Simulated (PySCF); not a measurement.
# C8H8Si: excited states, first hyperpolarisability

Aim: compute the excited states, first hyperpolarisability of C8H8Si (`[SiH3]C1=CC1=C1C=CC=C1`).

Computed with PySCF 2.14.0 and routines of our own; the level stands in each step. Atoms count from 0.

## (1) The starting structure

17 atoms, charge 0, multiplicity 1; geometry from: GFN2-xTB.

## (2) Relaxing the molecule at PBE0-D3(BJ)/def2-SVP

The job: settings as JSON, then the geometry in Å.

```
{"job": {"xc": "PBE0", "basis": "def2-SVP", "d3": "d3bj", "grid": 2, "kind": "geom"}, "charge": 0, "multiplicity": 1}
Si     3.336397     0.403604     0.132936
C      1.797184    -0.585685    -0.223547
C      1.181606    -1.663025    -0.731285
C      0.346773    -0.681397    -0.131777
C     -0.831122    -0.186562     0.255077
C     -1.051184     1.065873     0.951354
C     -2.379427     1.192035     1.166027
C     -3.053503     0.041800     0.621115
C     -2.138062    -0.788652     0.074414
H      3.044899     1.305440     1.243610
H      3.655155     1.136893    -1.092676
H      4.397047    -0.544252     0.475069
H      1.257284    -2.599449    -1.230112
H     -0.267376     1.746555     1.228798
H     -2.877328     2.008200     1.659211
H     -4.117902    -0.109254     0.656143
H     -2.307439    -1.730094    -0.414806
```

Started as:

```sh
OMP_NUM_THREADS=1 python excited_run.py task.json out
```

This one command runs all jobs of the session in turn.

The log of the run:

```text
step   0  E = -598.22730646  max force = 0.032943
step   1  E = -598.23076364  max force = 0.002702
step   2  E = -598.23085280  max force = 0.002252
step   3  E = -598.23093023  max force = 0.001874
step   4  E = -598.23097676  max force = 0.003180
step   5  E = -598.23104412  max force = 0.002310
step   6  E = -598.23109553  max force = 0.002069
step   7  E = -598.23117364  max force = 0.001736
step   8  E = -598.23126360  max force = 0.002302
step   9  E = -598.23137644  max force = 0.002865
step  10  E = -598.23143754  max force = 0.002671
step  11  E = -598.23148941  max force = 0.001750
step  12  E = -598.23150726  max force = 0.001044
step  13  E = -598.23151557  max force = 0.000333
optimisation converged
```

Run time: 3.5 min. Hardware: 1 thread of Arm Neoverse V1, shared host; peak memory 0.87 GiB.

Step by step:

```csv
step,energy from step 0 (eV),largest force component (eV/Å)
0,0.0000,1.6940
1,-0.0941,0.1389
2,-0.0965,0.1158
3,-0.0986,0.0964
4,-0.0999,0.1635
5,-0.1017,0.1188
6,-0.1031,0.1064
7,-0.1052,0.0893
8,-0.1077,0.1184
9,-0.1107,0.1473
10,-0.1124,0.1373
11,-0.1138,0.0900
12,-0.1143,0.0537
13,-0.1145,0.0171
```

Close pairs (by a distance rule), those that changed most:

```csv
bond,before (Å),after (Å),change (Å)
Si0–H9,1.460,1.490,+0.030
Si0–H10,1.463,1.490,+0.027
Si0–H11,1.463,1.490,+0.027
C2–H12,1.064,1.089,+0.025
C3–C4,1.335,1.355,+0.020
C1–C3,1.456,1.440,-0.016
C5–H13,1.075,1.090,+0.016
C8–H16,1.074,1.090,+0.015
```

The final coordinates are the input of the step that follows.

```csv
at the end point,value
point group (found at 0.08 Å tolerance),Cs
"rotational constants (GHz, main isotopes)","3.672, 0.711, 0.600"
dipole moment (D),4.65
```

## (3) Excited states: TDA CAM-B3LYP/aug-cc-pVDZ

The job: settings as JSON, then the geometry in Å.

```
{"job": {"kind": "states", "xc": "CAM-B3LYP", "basis": "aug-cc-pVDZ", "tda": true, "soc": true, "nstates": 6, "ntriplets": 5, "nquad": 4}, "charge": 0, "multiplicity": 1}
Si     2.993898     0.203087     0.012702
C      1.449782    -0.793120    -0.301811
C      0.824971    -1.895751    -0.728740
C      0.012749    -0.857538    -0.234834
C     -1.177880    -0.294437     0.081792
C     -1.373833     1.026392     0.656236
C     -2.718260     1.204289     0.821322
C     -3.411773     0.014311     0.362484
C     -2.492558    -0.892604    -0.083476
H      3.046288     0.516702     1.468423
H      2.890923     1.461186    -0.779018
H      4.187466    -0.586880    -0.400023
H      0.923711    -2.891941    -1.157446
H     -0.576783     1.729138     0.900196
H     -3.202981     2.091835     1.230485
H     -4.493935    -0.123006     0.376815
H     -2.683565    -1.884738    -0.492188
```

With the program's defaults for keys left out, this is: TDA CAM-B3LYP/aug-cc-pVDZ excited states, vertical, gas phase, spin-orbit mean-field couplings.

The log of the run:

```text
coarse grid: 15272 points
cycle   1  E = -598.7583548562  dE =  1.867e+00  |g| = 4.474e-01  |ddm| = 3.096e+01
cycle   2  E = -598.7410491227  dE =  1.731e-02  |g| = 5.674e-01  |ddm| = 4.896e+00
cycle   3  E = -598.8308505167  dE = -8.980e-02  |g| = 7.110e-02  |ddm| = 2.585e+00
cycle   4  E = -598.8320223866  dE = -1.172e-03  |g| = 4.491e-02  |ddm| = 5.592e-01
cycle   5  E = -598.8325567050  dE = -5.343e-04  |g| = 1.115e-02  |ddm| = 3.547e-01
cycle   6  E = -598.8325944932  dE = -3.779e-05  |g| = 4.312e-03  |ddm| = 7.613e-02
cycle   7  E = -598.8326025701  dE = -8.077e-06  |g| = 1.510e-03  |ddm| = 2.531e-02
final grid: 144568 points
cycle   8  E = -598.8615056340  dE = -1.740e-05  |g| = 2.917e-03  |ddm| = 4.175e-01
cycle   9  E = -598.8615067773  dE = -1.143e-06  |g| = 2.461e-03  |ddm| = 4.606e-02
cycle  10  E = -598.8615084202  dE = -1.643e-06  |g| = 2.441e-04  |ddm| = 1.836e-02
cycle  11  E = -598.8615084430  dE = -2.272e-08  |g| = 1.669e-04  |ddm| = 2.185e-03
cycle  12  E = -598.8615084536  dE = -1.060e-08  |g| = 5.097e-05  |ddm| = 1.235e-03
cycle  13  E = -598.8615084549  dE = -1.342e-09  |g| = 2.199e-05  |ddm| = 4.499e-04
cycle  14  E = -598.8615084552  dE = -2.578e-10  |g| = 1.013e-05  |ddm| = 2.111e-04
converged SCF energy = -598.8615084552

Singlet excitations
state   eV       nm        f     d(h-e)  d(exc)  Lambda  PR(NTO)  |dmu|/D   mu/D   main configurations
  1   3.9165   316.6   0.05427   2.655   3.877   0.526   1.055    7.566    2.796   H-1->L 0.88
  2   3.9633   312.8   0.02311   2.866   4.114   0.288   1.107    7.735    3.104   H->L 0.76, H->L+2 0.15
  3   4.3830   282.9   0.02326   2.576   3.943   0.489   1.026    6.425    1.912   H->L+2 0.77, H->L 0.16
  4   5.0129   247.3   0.82491   0.491   3.480   0.642   1.263    0.963    3.972   H-1->L+2 0.83
  5   5.0709   244.5   0.00003   1.459   4.991   0.138   1.020                     H->L+1 0.49, H->L+5 0.41
  6   5.2042   238.2   0.00167   2.493   5.187   0.160   1.041                     H-1->L+1 0.76

Triplet excitations (Tamm-Dancoff)
state   eV     d(h-e)  d(exc)  Lambda  PR(NTO)   main configurations
  1   2.7672   1.036   2.967   0.462   1.068   H->L+2 0.67, H->L 0.17
  2   2.8832   1.272   3.304   0.565   1.081   H-1->L 0.69, H-1->L+2 0.20
  3   3.2509   1.251   3.220   0.631   1.092   H-1->L+2 0.68, H-1->L 0.20
  4   4.1658   3.766   4.582   0.269   1.005   H->L 0.81, H->L+2 0.17
  5   5.0511   1.364   4.909   0.141   1.023   H->L+1 0.47, H->L+5 0.42
S1 - T1 = 1.1493 eV

Spin-orbit couplings |<S|Hso|T>| (cm-1)
             T1       T2       T3       T4       T5
S0        0.051    0.008    0.062    0.015    2.304
S1        0.014    0.046    0.063    0.002    0.187
S2        0.043    0.032    0.017    0.060    1.044
S3        0.058    0.004    0.023    0.050    1.009
S4        0.019    0.052    0.042    0.010    0.295
S5        0.862    0.118    0.081    0.993    0.003
S6        0.389    1.313    1.200    0.217    0.002
T1 sublevels (cm-1): 0.000 0.000 0.000   radiative rates (1/s): 9.47e-05 1.99e-05 1.51e-05
```

Run time: 1.7 min. Hardware: 1 thread of Arm Neoverse V1, shared host; peak memory 1.2 GiB.

Key values:

```csv
quantity,value
S1 less T1,1.15 eV
```

Orbitals, density, ELF and potential are computed afterwards from the orbital file.

Frontier orbitals at CAM-B3LYP/aug-cc-pVDZ, with the share of their density that lies nearest to each atom:

```csv
orbital,energy (eV),lies on
HOMO,-6.83,"C5, C8 about 28 % each; C6, C7 about 14 % each"
LUMO,-0.57,C1 37 %; C2 23 %; H12 8 %
```

ELF in a plane through or near 15 of the atoms.

Ten even steps from ' ' (0.00) to '@' (1.00):
```
                                                        
                                                        
                                                        
                                                        
                          --**==    ..%%@@==            
              ....        @@@@@@::  ++@@@@@@..          
            ..----..      @@@@@@++--**@@@@%%..          
        ..........::      ++%%**::%%::++##..            
      ##@@@@..**##::--..    --**::##--##**..            
    ::@@@@@@##--::@@%%##++--==****  ++--==%%@@##        
    ::@@@@@@@@--**@@..%%##**####**--**##::@@@@@@..      
      @@@@@@%%..++**--++..--%%==@@::++##**@@@@@@..      
      ..##**    ..##%%--%%##==..++--==--..==##==        
                  ==--==##**..  ##@@@@++                
                  ##@@@@##::    %%@@@@##                
                ..@@@@@@##      ++@@%%--                
                  ##@@@@++                              
                    ....                                
                                                        
                                                        
```
The map spans 14.4 Å across and 10.9 Å up, centred on the molecule. Atoms in the plane (x, y in Å): Si0 (-3.3, 0.7), C1 (-1.9, -0.6), C2 (-1.4, -1.8), C3 (-0.5, -0.8), C4 (0.8, -0.3), C5 (1.2, 1.1), C6 (2.5, 1.2), C7 (3.1, -0.2), C8 (2.0, -1.0), H11 (-4.6, -0.1), H12 (-1.6, -2.9), H13 (0.5, 2.0), H14 (3.2, 2.1), H15 (4.1, -0.4), H16 (2.1, -2.1).

On the surface of density 0.002 e/bohr³ the electrostatic potential runs, from the 1st to the 99th percentile, from -1.34 V near C7 to 1.85 V near H12.

## (4) Excited states: TDDFT CAM-B3LYP/aug-cc-pVDZ

Settings changed since step 3:

```diff
@@ -1,2 +1,2 @@
-{"job": {"kind": "states", "xc": "CAM-B3LYP", "basis": "aug-cc-pVDZ", "tda": true, "soc": true, "nstates": 6, "ntriplets": 5, "nquad": 4}, "charge": 0, "multiplicity": 1}
+{"job": {"kind": "states", "xc": "CAM-B3LYP", "basis": "aug-cc-pVDZ", "tpa": true, "nstates": 8, "nquad": 6, "ntriplets": 0}, "charge": 0, "multiplicity": 1}
 Si     2.993898     0.203087     0.012702
```

Method: TDDFT CAM-B3LYP/aug-cc-pVDZ excited states, vertical, gas phase, two-photon moments by quadratic response.

The log of the run:

```text
coarse grid: 15272 points
cycle   1  E = -598.7583548562  dE =  1.867e+00  |g| = 4.474e-01  |ddm| = 3.096e+01
cycle   2  E = -598.7410491227  dE =  1.731e-02  |g| = 5.674e-01  |ddm| = 4.896e+00
cycle   3  E = -598.8308505167  dE = -8.980e-02  |g| = 7.110e-02  |ddm| = 2.585e+00
cycle   4  E = -598.8320223866  dE = -1.172e-03  |g| = 4.491e-02  |ddm| = 5.592e-01
cycle   5  E = -598.8325567050  dE = -5.343e-04  |g| = 1.115e-02  |ddm| = 3.547e-01
cycle   6  E = -598.8325944932  dE = -3.779e-05  |g| = 4.312e-03  |ddm| = 7.613e-02
cycle   7  E = -598.8326025701  dE = -8.077e-06  |g| = 1.510e-03  |ddm| = 2.531e-02
final grid: 144568 points
cycle   8  E = -598.8615056340  dE = -1.740e-05  |g| = 2.917e-03  |ddm| = 4.175e-01
cycle   9  E = -598.8615067773  dE = -1.143e-06  |g| = 2.461e-03  |ddm| = 4.606e-02
cycle  10  E = -598.8615084202  dE = -1.643e-06  |g| = 2.441e-04  |ddm| = 1.836e-02
cycle  11  E = -598.8615084430  dE = -2.272e-08  |g| = 1.669e-04  |ddm| = 2.185e-03
cycle  12  E = -598.8615084536  dE = -1.060e-08  |g| = 5.097e-05  |ddm| = 1.235e-03
cycle  13  E = -598.8615084549  dE = -1.342e-09  |g| = 2.199e-05  |ddm| = 4.499e-04
cycle  14  E = -598.8615084552  dE = -2.578e-10  |g| = 1.013e-05  |ddm| = 2.111e-04
converged SCF energy = -598.8615084552

Singlet excitations
state   eV       nm        f     d(h-e)  d(exc)  Lambda  PR(NTO)  |dmu|/D   mu/D   delta(TPA)   sigma/GM   main configurations
  1   3.8124   325.2   0.05078   2.597   3.842   0.530   1.082    7.467    2.711      351.19      1.870   H-1->L 0.91
  2   3.8565   321.5   0.02210   2.426   3.868   0.337   1.135    6.576    2.073       79.35      0.432   H->L 0.59, H->L+2 0.32
  3   4.2949   288.7   0.01441   3.031   4.208   0.423   1.046    7.323    2.593       40.77      0.276   H->L+2 0.60, H->L 0.34
  4   4.7750   259.7   0.64600   0.489   3.410   0.635   1.307    1.049    3.909        9.75      0.081   H-1->L+2 0.87
  5   5.0700   244.5   0.00001   1.458   4.993   0.138   1.020    2.860    2.160      187.73      1.768   H->L+1 0.49, H->L+5 0.41
  6   5.2028   238.3   0.00172   2.493   5.187   0.160   1.041    9.319    4.501       31.89      0.316   H-1->L+1 0.76
  7   5.4660   226.8   0.01997   1.782   5.325   0.100   1.086                                            H->L+3 0.36, H->L+4 0.34, H->L+7 0.12
  8   5.5482   223.5   0.00198   1.275   5.783   0.143   1.033                                            H->L+5 0.39, H->L+1 0.32, H->L+7 0.10
```

It took 2.1 min on 1 thread of Arm Neoverse V1, shared host; peak memory 1.2 GiB.

## (5) First hyperpolarisability: quadratic response CAM-B3LYP/aug-cc-pVDZ

Settings changed since step 4:

```diff
@@ -1,2 +1,2 @@
-{"job": {"kind": "states", "xc": "CAM-B3LYP", "basis": "aug-cc-pVDZ", "tpa": true, "nstates": 8, "nquad": 6, "ntriplets": 0}, "charge": 0, "multiplicity": 1}
+{"job": {"kind": "beta", "xc": "CAM-B3LYP", "basis": "aug-cc-pVDZ"}, "charge": 0, "multiplicity": 1}
 Si     2.993898     0.203087     0.012702
```

Level: quadratic response CAM-B3LYP/aug-cc-pVDZ first hyperpolarisability, Taylor convention, gas phase.

The log of the run:

```text
coarse grid: 15272 points
cycle   1  E = -598.7583548562  dE =  1.867e+00  |g| = 4.474e-01  |ddm| = 3.096e+01
cycle   2  E = -598.7410491227  dE =  1.731e-02  |g| = 5.674e-01  |ddm| = 4.896e+00
cycle   3  E = -598.8308505167  dE = -8.980e-02  |g| = 7.110e-02  |ddm| = 2.585e+00
cycle   4  E = -598.8320223866  dE = -1.172e-03  |g| = 4.491e-02  |ddm| = 5.592e-01
cycle   5  E = -598.8325567050  dE = -5.343e-04  |g| = 1.115e-02  |ddm| = 3.547e-01
cycle   6  E = -598.8325944932  dE = -3.779e-05  |g| = 4.312e-03  |ddm| = 7.613e-02
cycle   7  E = -598.8326025701  dE = -8.077e-06  |g| = 1.510e-03  |ddm| = 2.531e-02
final grid: 144568 points
cycle   8  E = -598.8615056340  dE = -1.740e-05  |g| = 2.917e-03  |ddm| = 4.175e-01
cycle   9  E = -598.8615067773  dE = -1.143e-06  |g| = 2.461e-03  |ddm| = 4.606e-02
cycle  10  E = -598.8615084202  dE = -1.643e-06  |g| = 2.441e-04  |ddm| = 1.836e-02
cycle  11  E = -598.8615084430  dE = -2.272e-08  |g| = 1.669e-04  |ddm| = 2.185e-03
cycle  12  E = -598.8615084536  dE = -1.060e-08  |g| = 5.097e-05  |ddm| = 1.235e-03
cycle  13  E = -598.8615084549  dE = -1.342e-09  |g| = 2.199e-05  |ddm| = 4.499e-04
cycle  14  E = -598.8615084552  dE = -2.578e-10  |g| = 1.013e-05  |ddm| = 2.111e-04
converged SCF energy = -598.8615084552

Lowest singlets (eV, f): 3.8124 0.0508  3.8565 0.0221  4.2949 0.0144

First hyperpolarisability (au)
process     nm      |vector|   parallel      HRS      DR
static         -      338.32    -177.84     165.06   3.311
shg       1907.0      389.83    -204.88     188.29   3.467
eope      1907.0      353.91    -186.02          -       -
shg       1064.0      583.59    -306.34     274.28   3.878
eope      1064.0      394.03    -207.09          -       -
```

It took 1.9 min on 1 thread of Arm Neoverse V1, shared host; peak memory 1.2 GiB.

## (6) Excited states: TDA CAM-B3LYP/aug-cc-pVDZ in cyclohexane

Settings changed since step 5:

```diff
@@ -1,2 +1,2 @@
-{"job": {"kind": "beta", "xc": "CAM-B3LYP", "basis": "aug-cc-pVDZ"}, "charge": 0, "multiplicity": 1}
+{"job": {"kind": "states", "xc": "CAM-B3LYP", "basis": "aug-cc-pVDZ", "tda": true, "soc": true, "nstates": 6, "ntriplets": 5, "nquad": 4, "solvent": "cyclohexane"}, "charge": 0, "multiplicity": 1}
 Si     2.993898     0.203087     0.012702
```

Method: TDA CAM-B3LYP/aug-cc-pVDZ excited states, vertical, IEF-PCM cyclohexane (non-equilibrium response), spin-orbit mean-field couplings.

The log of the run:

```text
coarse grid: 15272 points
cycle   1  E = -598.7711155999  dE =  1.855e+00  |g| = 4.273e-01  |ddm| = 3.100e+01
cycle   2  E = -598.7694254036  dE =  1.690e-03  |g| = 4.932e-01  |ddm| = 4.831e+00
cycle   3  E = -598.8357404413  dE = -6.632e-02  |g| = 6.132e-02  |ddm| = 2.466e+00
cycle   4  E = -598.8367009953  dE = -9.606e-04  |g| = 3.632e-02  |ddm| = 4.827e-01
cycle   5  E = -598.8370557770  dE = -3.548e-04  |g| = 7.509e-03  |ddm| = 3.117e-01
cycle   6  E = -598.8370757196  dE = -1.994e-05  |g| = 3.704e-03  |ddm| = 6.532e-02
cycle   7  E = -598.8370817138  dE = -5.994e-06  |g| = 1.374e-03  |ddm| = 2.217e-02
final grid: 144568 points
cycle   8  E = -598.8659699693  dE = -1.741e-05  |g| = 2.915e-03  |ddm| = 4.170e-01
cycle   9  E = -598.8659711011  dE = -1.132e-06  |g| = 2.440e-03  |ddm| = 4.592e-02
cycle  10  E = -598.8659726757  dE = -1.575e-06  |g| = 3.371e-04  |ddm| = 1.710e-02
cycle  11  E = -598.8659727084  dE = -3.275e-08  |g| = 1.741e-04  |ddm| = 2.610e-03
cycle  12  E = -598.8659727229  dE = -1.446e-08  |g| = 5.435e-05  |ddm| = 1.506e-03
cycle  13  E = -598.8659727245  dE = -1.653e-09  |g| = 1.806e-05  |ddm| = 5.078e-04
cycle  14  E = -598.8659727248  dE = -2.658e-10  |g| = 9.454e-06  |ddm| = 2.162e-04
converged SCF energy = -598.8659727248

Singlet excitations
state   eV       nm        f     d(h-e)  d(exc)  Lambda  PR(NTO)  |dmu|/D   mu/D   main configurations
  1   4.0929   302.9   0.10293   2.546   3.852   0.552   1.082    8.505    2.982   H-1->L 0.87
  2   4.1279   300.4   0.05193   2.365   3.824   0.363   1.153    7.580    2.227   H->L 0.63, H->L+1 0.25
  3   4.5612   271.8   0.05992   2.780   4.111   0.489   1.074    8.042    2.595   H->L+1 0.64, H->L 0.24, H-1->L+1 0.09
  4   4.8431   256.0   0.89738   0.717   3.490   0.632   1.300    1.640    4.151   H-1->L+1 0.80
  5   5.1734   239.7   0.00000   0.525   4.643   0.159   1.025                     H->L+4 0.49, H->L+2 0.41
  6   5.3417   232.1   0.00256   1.662   4.954   0.170   1.058                     H-1->L+2 0.70, H-1->L+4 0.12

Triplet excitations (Tamm-Dancoff)
state   eV     d(h-e)  d(exc)  Lambda  PR(NTO)   main configurations
  1   2.8747   1.025   2.952   0.463   1.061   H->L+1 0.65, H->L 0.22
  2   2.9911   1.008   3.229   0.596   1.068   H-1->L 0.63, H-1->L+1 0.28
  3   3.3949   1.493   3.286   0.639   1.079   H-1->L+1 0.62, H-1->L 0.26
  4   4.4374   3.727   4.564   0.326   1.006   H->L 0.75, H->L+1 0.22
  5   5.1625   0.516   4.598   0.160   1.026   H->L+4 0.49, H->L+2 0.40
S1 - T1 = 1.2182 eV

Spin-orbit couplings |<S|Hso|T>| (cm-1)
             T1       T2       T3       T4       T5
S0        0.055    0.010    0.053    0.015    2.401
S1        0.017    0.049    0.059    0.002    0.195
S2        0.030    0.039    0.019    0.069    0.883
S3        0.068    0.009    0.030    0.035    0.779
S4        0.005    0.053    0.045    0.014    0.315
S5        0.756    0.087    0.041    0.665    0.006
S6        0.333    1.068    1.033    0.177    0.001
T1 sublevels (cm-1): 0.000 0.000 0.000   radiative rates (1/s): 6.37e-06 3.81e-05 1.67e-05
```

It took 97 s on 1 thread of Arm Neoverse V1, shared host; peak memory 1.2 GiB.

Key values:

```csv
quantity,value
S1 less T1,1.22 eV
```

## (7) Outcome

| quantity | value |
| --- | --- |
| point group | Cs |
| rotational constants (main isotopes) | 3.67, 0.71, 0.60 GHz |
| S1 less T1 (step 3, TDA CAM-B3LYP/aug-cc-pVDZ) | 1.15 eV |
| surface potential, 1st and 99th percentile | -1.34 V and 1.85 V |
| β vector (step 5, quadratic response CAM-B3LYP/aug-cc-pVDZ) | static 338, SHG 1907.0 nm 390, SHG 1064.0 nm 584 au |
| S1 less T1 (step 6, TDA CAM-B3LYP/aug-cc-pVDZ in cyclohexane) | 1.22 eV |

The optimisation took 13 steps and gained 0.115 eV; among the close pairs (by a distance rule), Si0–H9 changed most, from 1.460 to 1.490 Å. No frequency check was run at this level, so the end point may be a saddle. In step 3, the number of triplets below S1 is 3, and the largest singlet-triplet spin-orbit coupling is S0–T5, 2.30 cm⁻¹. At CAM-B3LYP/aug-cc-pVDZ, counted by nearest atom on the grid, the HOMO lies on C5, C8 about 28 % each; C6, C7 about 14 % each, the LUMO on C1 37 %; C2 23 %. β grows from 338 au (static) to 584 au for doubling at 1064.0 nm: normal dispersion, which grows as twice the photon energy moves toward the bright states. In step 6, the number of triplets below S1 is 3, and the largest singlet-triplet spin-orbit coupling is S0–T5, 2.40 cm⁻¹. The orbital labels of the leading configurations differ from run to run, so check that S1 and T1 are the same states before comparing rows.
